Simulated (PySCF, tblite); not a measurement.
# C3H3BrF2: NMR shieldings, part 2 of 2

tblite 0.8.0 and PySCF 2.14.0. Atoms count from 0. The steps go on from the part before.

## 8. NMR shieldings: BHandHLYP/pcJ-1 Br:dyall-v2z (BHandHLYP), spin–orbit

The job: settings as JSON, then the geometry in Å.

```
{"job": {"kind": "hnmr", "xc": "BHandHLYP", "basis": {"default": "pcJ-1", "Br": "dyall-v2z"}, "rel": "so"}, "charge": 0, "multiplicity": 1}
C     -1.369219     0.039962    -0.434527
C     -0.283605     0.474723     0.199888
C      0.975801    -0.316562     0.288332
F      1.397647    -0.410148     1.552657
F      0.842493    -1.551969    -0.192492
Br     2.396051     0.581562    -0.735550
H     -1.383138    -0.930965    -0.935488
H     -2.275279     0.648496    -0.473485
H     -0.242214     1.445381     0.701427
```

Level: BHandHLYP/pcJ-1 Br:dyall-v2z GIAO NMR shielding, X2C with spin-orbit coupling, screened-nuclear two-electron part, Gaussian nuclei, gas phase.

Log:

```text
spin-free SCF
coarse grid: 40888 points
cycle   1  E = -2921.9946299970  dE =  8.276e-01  |g| = 8.397e-01  |ddm| = 2.531e+00
cycle   2  E = -2921.9411650618  dE =  5.346e-02  |g| = 1.063e+00  |ddm| = 1.089e+00
cycle   3  E = -2922.1318791896  dE = -1.907e-01  |g| = 6.231e-02  |ddm| = 6.123e-01
cycle   4  E = -2922.1323291825  dE = -4.500e-04  |g| = 4.432e-02  |ddm| = 7.495e-02
cycle   5  E = -2922.1327493941  dE = -4.202e-04  |g| = 7.976e-03  |ddm| = 3.279e-02
cycle   6  E = -2922.1327637161  dE = -1.432e-05  |g| = 2.370e-03  |ddm| = 7.464e-03
cycle   7  E = -2922.1327649032  dE = -1.187e-06  |g| = 5.678e-04  |ddm| = 2.486e-03
final grid: 86024 points
cycle   8  E = -2922.1328478977  dE = -5.950e-08  |g| = 5.220e-04  |ddm| = 1.040e-03
cycle   9  E = -2922.1328478976  dE =  1.874e-10  |g| = 5.448e-04  |ddm| = 6.201e-04
cycle  10  E = -2922.1328479379  dE = -4.030e-08  |g| = 4.945e-05  |ddm| = 3.075e-04
cycle  11  E = -2922.1328479383  dE = -4.429e-10  |g| = 1.417e-05  |ddm| = 4.197e-05
converged SCF energy = -2922.1328479383
two-component SCF
cycle   1  E = -2922.0660855901  dE = -2.922e+03  |FDS-SDF| = 2.192e+01
cycle   2  E = -2922.2103989598  dE = -1.443e-01  |FDS-SDF| = 1.884e-01
cycle   3  E = -2922.2107669514  dE = -3.680e-04  |FDS-SDF| = 1.079e-02
cycle   4  E = -2922.2108081215  dE = -4.117e-05  |FDS-SDF| = 3.452e-03
cycle   5  E = -2922.2108225354  dE = -1.441e-05  |FDS-SDF| = 1.921e-03
cycle   6  E = -2922.2108259334  dE = -3.398e-06  |FDS-SDF| = 8.612e-04
cycle   7  E = -2922.2108268757  dE = -9.422e-07  |FDS-SDF| = 8.165e-05
cycle   8  E = -2922.2108268818  dE = -6.137e-09  |FDS-SDF| = 3.147e-05
converged, E = -2922.2108268818

Field gradients (au) and densities at the nuclei (bohr^-3)
atom        Vxx        Vyy        Vzz        centre      nuclear mean
  0 C     -0.1459    -0.2355     0.3813        125.849        125.846
  1 C      0.0180     0.2296    -0.2476        125.839        125.837
  2 C      0.1303     0.2956    -0.4259        125.771        125.769
  3 F     -1.4132    -1.5962     3.0094        449.341        449.322
  4 F     -1.4468    -1.5426     2.9895        449.312        449.293
  5 Br    -4.1294    -4.2420     8.3715      40795.023      40735.296
  6 H     -0.1373    -0.1524     0.2897          0.474          0.474
  7 H     -0.1401    -0.1541     0.2941          0.476          0.476
  8 H     -0.1287    -0.1585     0.2872          0.474          0.474
without picture change
  5 Br                           8.6547                     66197.499

Core orbital energies (eV)
atom   shell        mean    spread
  5 Br 1s       -13430.799   0.000
  5 Br 2s        -1778.250   0.000
  5 Br 3s         -257.104   0.000
  5 Br 4s          -24.679   0.000
  5 Br 2p1/2     -1598.229   0.000
  5 Br 2p3/2     -1550.520   0.057
  5 Br 3p1/2      -193.691   0.000
  5 Br 3p3/2      -186.608   0.212
  5 Br 3d3/2       -76.558   0.265
  5 Br 3d5/2       -75.433   0.356

Shielding tensors (ppm)
atom      isotropic    diamagn.    paramagn.     s11        s22        s33       span
  0 C        58.83      253.19     -194.36     -61.58      62.07     175.99     237.57
  1 C        40.37      256.53     -216.16     -83.90      67.45     137.55     221.45
  2 C        71.72      234.64     -162.92      60.64      69.11      85.41      24.76
  3 F       255.18      469.67     -214.48     175.71     280.88     308.97     133.26
  4 F       276.21      471.45     -195.24     197.21     294.48     336.96     139.75
  5 Br     2047.72     2987.23     -939.51    1353.49    1591.29    3198.38    1844.90
  6 H        25.57       29.51       -3.94      21.91      24.01      30.79       8.88
  7 H        25.96       28.88       -2.92      23.55      24.82      29.50       5.95
  8 H        25.29       29.50       -4.21      23.40      23.98      28.48       5.08
```

Wall time 1.9 min (1 thread of Intel Xeon 6975P-C, shared host); peak memory 1.5 GiB.

From this job:

| quantity | value |
| --- | --- |
| energy from spin-orbit coupling | -0.0780 Eh |

## 9. Shieldings side by side

```
                                                         run     Br5     F3     F4    C2    C0    C1    H8     time
            step 5, PBE/pcJ-1 Br:dyall-v2z (PBE), spin–orbit  1903.2  211.4  234.7  52.9  59.4  36.0  25.0     41 s
            step 6, KT2/pcJ-1 Br:dyall-v2z (KT2), spin–orbit  1978.6  211.9  237.3  64.1  74.2  50.4  25.2     41 s
        step 7, B3LYP/pcJ-1 Br:dyall-v2z (B3LYP), spin–orbit  1926.5  231.1  253.2  57.5  56.8  34.7  25.3  1.8 min
step 8, BHandHLYP/pcJ-1 Br:dyall-v2z (BHandHLYP), spin–orbit  2047.7  255.2  276.2  71.7  58.8  40.4  25.3  1.9 min
```

## 10. Summary of results

This closing draws on all 2 parts.

| quantity | value |
| --- | --- |
| strongest single infrared mode (GFN2-xTB) | 1080 cm⁻¹, 180 km/mol |
| zero-point energy (GFN2-xTB) | 32.9 kcal/mol |
| point group | C1 |
| rotational constants (main isotopes) | 3.62, 1.60, 1.41 GHz |
| energy from spin-orbit coupling (step 5, PBE/pcJ-1 Br:dyall-v2z (PBE), spin–orbit) | -0.0783 Eh |
| shieldings (step 5, PBE/pcJ-1 Br:dyall-v2z (PBE), spin–orbit) | C0 59.4, C1 36.0, C2 52.9, F3 211.4, F4 234.7, Br5 1903.2 ppm |
| energy from spin-orbit coupling (step 6, KT2/pcJ-1 Br:dyall-v2z (KT2), spin–orbit) | -0.0783 Eh |
| shieldings (step 6, KT2/pcJ-1 Br:dyall-v2z (KT2), spin–orbit) | C0 74.2, C1 50.4, C2 64.1, F3 211.9, F4 237.3, Br5 1978.6 ppm |
| energy from spin-orbit coupling (step 7, B3LYP/pcJ-1 Br:dyall-v2z (B3LYP), spin–orbit) | -0.0783 Eh |
| shieldings (step 7, B3LYP/pcJ-1 Br:dyall-v2z (B3LYP), spin–orbit) | C0 56.8, C1 34.7, C2 57.5, F3 231.1, F4 253.2, Br5 1926.5 ppm |
| energy from spin-orbit coupling (step 8, BHandHLYP/pcJ-1 Br:dyall-v2z (BHandHLYP), spin–orbit) | -0.0780 Eh |
| shieldings (step 8, BHandHLYP/pcJ-1 Br:dyall-v2z (BHandHLYP), spin–orbit) | C0 58.8, C1 40.4, C2 71.7, F3 255.2, F4 276.2, Br5 2047.7 ppm |

**Reading.** All 21 modes are real, so the xTB geometry is a minimum. The strongest single mode, at 1080 cm⁻¹, moves mainly C2. Unscaled tight-binding wavenumbers are off by several per cent, some by more. Its intensities can rank the bands wrongly. Relaxing lowered the energy by 0.127 eV in 6 steps; the close pair that moved most is C2–Br5, from 2.007 to 1.968 Å (PBE0/def2-SVP). No frequency check was run at this level, so the end point may be a saddle. In step 5, Br5 has the widest tensor, 1951 ppm. Br5 moves most between the runs, by 144 ppm; the labels say what changes from run to run.
